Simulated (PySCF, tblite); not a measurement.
**C₄H₈BNSi: geometry, infrared bands and NMR shifts**

Aim: predict the infrared bands and NMR shifts of C₄H₈BNSi (`[BH3-][N+]#CCC#C[SiH3]`).

The runs use tblite 0.8.0 and PySCF 2.14.0, with density-fitted response routines of our own; the level of theory stands in each step. All values are computed, except where a source is named. Atoms are numbered from 0 throughout.

## (1) The molecule as given

15 atoms, charge 0, multiplicity 1; geometry from: force field or distance geometry start.

Bonds of the start (Å): B0–N1 1.48, N1–C2 1.18, C2–C3 1.47, C3–C4 1.47, C4–C5 1.21, C5–Si6 1.84, B0–H7 1.21, B0–H8 1.20, B0–H9 1.19, C3–H10 1.11, C3–H11 1.11, Si6–H12 1.46, Si6–H13 1.46, Si6–H14 1.47.

## (2) Optimising the geometry with GFN2-xTB

Job settings and geometry (Å):

```
{"job": {"kind": "relax", "xc": "GFN2-xTB", "basis": "xTB"}, "charge": 0, "multiplicity": 1}
B     -3.373500     0.260500    -0.853800
N     -2.224300    -0.211000    -0.057100
C     -1.297900    -0.590600     0.564800
C     -0.153900    -1.069500     1.347400
C      1.058800    -0.458900     0.788400
C      2.039700     0.040000     0.291200
Si     3.534600     0.782900    -0.475600
H     -3.767100     1.314500    -0.408600
H     -3.001200     0.510100    -1.971300
H     -4.211300    -0.583800    -0.825500
H     -0.120600    -2.170200     1.182900
H     -0.275600    -0.823900     2.425300
H      4.628500     0.680500     0.487000
H      3.813800     0.115200    -1.743400
H      3.345500     2.212200    -0.773500
```

On the command line:

```bash
$ OMP_NUM_THREADS=1 python probes_run.py task.json out
```

The driver reads the jobs from task.json and runs them one after another.

**Question.** This job is followed by: GFN2-xTB harmonic vibrations, gas phase; GIAO PBE0/pcSseg-1 NMR shielding, non-relativistic, gas phase. What will the session give for the following? strongest single infrared mode (GFN2-xTB); zero-point energy (GFN2-xTB); ¹³C shifts against TMS (PBE0/pcSseg-1); ¹H shifts against TMS (PBE0/pcSseg-1, means over atoms taken as alike); ¹¹B shifts against BF3·OEt2 (PBE0/pcSseg-1); ¹⁵N shifts against NH3 (PBE0/pcSseg-1); ²⁹Si shifts against TMS (PBE0/pcSseg-1).

As calculated:

| quantity | value |
| --- | --- |
| strongest single infrared mode (GFN2-xTB) | 783 cm⁻¹, 557 km/mol |
| zero-point energy (GFN2-xTB) | 61.9 kcal/mol |
| ¹³C shifts against TMS (PBE0/pcSseg-1) | 109.9, 100.0, 89.5, 12.0 ppm |
| ¹H shifts against TMS (PBE0/pcSseg-1, means over atoms taken as alike) | 4.28, 3.69, 1.91 ppm |
| ¹¹B shifts against BF3·OEt2 (PBE0/pcSseg-1) | -43.7 ppm |
| ¹⁵N shifts against NH3 (PBE0/pcSseg-1) | 240.1 ppm |
| ²⁹Si shifts against TMS (PBE0/pcSseg-1) | -97.3 ppm |

**Reading.** Relaxing lowered the energy by 0.163 eV in 38 steps; the close pair that moved most is N1–C2, from 1.179 to 1.150 Å. The lowest mode is imaginary (33i cm⁻¹), so the xTB geometry is not a minimum. Unscaled tight-binding wavenumbers are off by several per cent, some by more. Its intensities can rank the bands wrongly. At PBE0/pcSseg-1: The widest tensor belongs to N1: span 444 ppm, with a paramagnetic part of -303 ppm.
